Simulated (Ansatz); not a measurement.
# Cs: the order of phases, with spin-orbit coupling

Aim: relax Cs in several structures (fcc, bcc, hcp) and rank them by energy, with spin-orbit coupling. The runs shown use PAW and LAPW.

Program: Ansatz 0.2.0. Level of theory: DFT LDA, with the methods named in each step. These are calculated values, not measurements.

**1. Starting point**

It takes space group Fm-3m (No. 225, cubic). The conventional cell has a = 7.267 Å, b = 7.267 Å, c = 7.267 Å, α = 90.00°, β = 90.00°, γ = 90.00°.

Coordinates:

```
CELL_PARAMETERS angstrom
0.00000 3.63371 3.63371
3.63371 0.00000 3.63371
3.63371 3.63371 0.00000
ATOMIC_POSITIONS crystal
Cs 0.00000 0.00000 0.00000
```

**2. Fcc relaxed, PAW**

The input, input.yaml:

```yaml
crystal:
  lattice:
    - [0.0, 3.6337111148, 3.6337111148]
    - [3.6337111148, 0.0, 3.6337111148]
    - [3.6337111148, 3.6337111148, 0.0]
  atoms:
    - { symbol: Cs, position: [0.0, 0.0, 0.0] }
kpoints:
  mp_grid: { grid: [10, 10, 10] }
scf:
  occupations: { method: fermi_dirac, width: 0.05 }
hamiltonian:
  xc: lda
  pseudopotentials: { kind: paw_fr }
output:
  forces: true
  stress: true
relax:
  f_tol: 0.005
  max_steps: 40
  cell: {}
magnetization:
  noncollinear: true
  spin_orbit: true
```

The run is started by

```
$ ansatz run input.yaml --threads 2 --pin off --max-ram 5120MiB --backend cpu --events-out ev --progress --plain --runs-dir out
```

After this run come: Fcc relaxed, LAPW; Bcc relaxed, PAW; Bcc relaxed, LAPW; Hcp relaxed, PAW; Hcp relaxed, LAPW.

**Question.** What will these runs give? Wanted: lowest (for each run or level that gives them).

The runs gave:

| quantity | value |
| --- | --- |
| lowest (LAPW) | hcp, 3.6 meV/atom under fcc |
| lowest (PAW) | hcp, 3.6 meV/atom under fcc |

**Reading.** By LAPW the order is hcp < fcc ≈ bcc. By PAW the order is hcp < fcc ≈ bcc. The methods agree on the lowest phase. Only these structures were tried, with electrons smeared by 0.05 eV and without vibrations, so the true ground state may be another. The k meshes differ between phases and weren't tested, which can move differences by some meV.
